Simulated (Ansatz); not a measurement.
# Co (Cobalt): the cost of one run

Method: DFT PBE, scalar-relativistic, plane waves, PAW, in Ansatz 0.2.0.

**1. The structure to begin with**

The structure is hexagonal, space group P6_3/mmc (No. 194). Conventional cell: a = 2.494 Å, b = 2.494 Å, c = 4.030 Å, α = 90.00°, β = 90.00°, γ = 120.00°. Co (site symmetry -6m2) is surrounded by 12 Co at 2.48 to 2.49 Å.

As a file:

```cif
data_structure
_symmetry_space_group_name_H-M 'P 1'
_symmetry_Int_Tables_number 1
_cell_length_a 2.4937
_cell_length_b 2.4937
_cell_length_c 4.0301
_cell_angle_alpha 90.000
_cell_angle_beta 90.000
_cell_angle_gamma 120.000
_cell_volume 21.70
loop_
_atom_site_label
_atom_site_type_symbol
_atom_site_fract_x
_atom_site_fract_y
_atom_site_fract_z
_atom_site_occupancy
Co1 Co 0.33333 0.66667 0.25000 1
Co2 Co 0.66667 0.33333 0.75000 1
```

An earlier run at PBE left this cell at 10.852 Å³/atom and -0.02 GPa (20×20×12 mesh).

**2. Zone-centre phonons by finite displacements**

The input, input.yaml:

```yaml
crystal:
  lattice:
    - [2.4937131673, 0.0, 0.0]
    - [-1.2468565837, 2.1596189527, 0.0]
    - [0.0, 0.0, 4.0300901838]
  atoms:
    - { symbol: Co, position: [0.3333333333, 0.6666666667, 0.25], spin: 1.85 }
    - { symbol: Co, position: [0.6666666667, 0.3333333333, 0.75], spin: 1.85 }
basis:
  ecutwfc: 420
  ecutrho_ratio: 4
kpoints:
  mp_grid: { grid: [20, 20, 12] }
hamiltonian:
  xc: pbe
scf:
  occupations: { method: gaussian, width: 0.05 }
  lower_state_search: "off"
output: {}
magnetization:
  spin_polarized: true
phonons:
  method: fd
  eigenvectors: true
  amplitude: 0.01
  supercell: [1, 1, 1]
checkpoint:
  read: start.run
  write: ck
  compress: false
  write_wavefunctions: false
  write_every: 100000
```

The run starts from a saved state of the same cell, the folder start.run.

On the command line:

```
ansatz run input.yaml --threads 1 --pin off --max-ram 2560MiB --backend cpu --events-out ev --progress --plain --runs-dir out
```

Q: Estimate wall time and peak memory on 1 thread of Intel Xeon at 2.50GHz (Skylake/Cascade Lake), shared host.

About 8.1 min, with a peak of 1.5 GiB.
